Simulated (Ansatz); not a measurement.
The first iterations of a band of a periodic cell of 13 atoms, Mg$_{8}$Si$_{4}$H (host Mg2Si, host structure Fm-3m, interstitial H).

All numbers below come from Ansatz 0.2.0, DFT PBE, scalar-relativistic, plane waves, PAW. Settings: cutoff 420 eV, k mesh 3x3x3, gaussian smearing 0.1 eV, no spin polarisation.

- movable images: 3
- climbing image: yes
- spring: 2.0 to 10.0 eV/Å², energy-weighted
- optimiser: quadratic models (default)
- start path: IDPP
- force threshold: 0.05 eV/Å
- iteration limit: 80
- end points: relaxed

Initial state:

```xyz
13
Lattice="6.3910 0.0000 0.0000 0.0000 6.3910 0.0000 0.0000 0.0000 6.3910" Properties=species:S:1:pos:R:3
Mg 1.540 1.624 1.628
Mg 4.718 4.753 4.760
Si 0.004 -0.001 0.003
Mg 4.716 4.753 1.642
Mg 1.542 1.624 4.770
Si 3.133 3.194 0.004
Mg 4.718 1.635 4.759
Mg 1.540 4.765 1.628
Si 3.133 -0.001 3.200
Mg 1.542 4.765 4.770
Mg 4.716 1.636 1.642
Si -0.057 3.195 3.199
H 4.785 -0.003 0.020
```

Final state:

```xyz
13
Lattice="6.3910 0.0000 0.0000 0.0000 6.3910 0.0000 0.0000 0.0000 6.3910" Properties=species:S:1:pos:R:3
Mg 1.559 1.518 1.637
Mg 4.820 4.731 4.766
Si 0.002 -0.066 -0.001
Mg 4.821 4.731 1.623
Mg 1.561 1.516 4.752
Si 3.196 3.192 -0.001
Mg 4.834 1.514 4.752
Mg 1.572 4.732 1.624
Si 3.196 -0.066 3.193
Mg 1.572 4.731 4.766
Mg 4.834 1.516 1.635
Si 0.000 3.135 3.195
H 3.206 1.581 -0.013
```

| iteration | highest image above the first end (eV) | largest band force component (eV/Å) |
| --- | --- | --- |
| 1 | 0.636 | 1.109 |
| 2 | 0.508 | 0.661 |

Task: Does the band converge within its limit, and where does its top end?

Result: The run converged. It ended after 6 iterations with the highest image 0.297 eV above the first end. By the program's own check the climbing image is a first-order saddle point (lowest curvatures found: -0.50 and 0.49 eV/Å²). Limits of this set-up: coarse k mesh, odd electron count without spin, a small cell, in which the defect meets its images.

Time of the run: 2 min on 2 threads of AMD EPYC 9R45 (Zen 5), with other jobs on the host, peak memory 1.2 GiB.
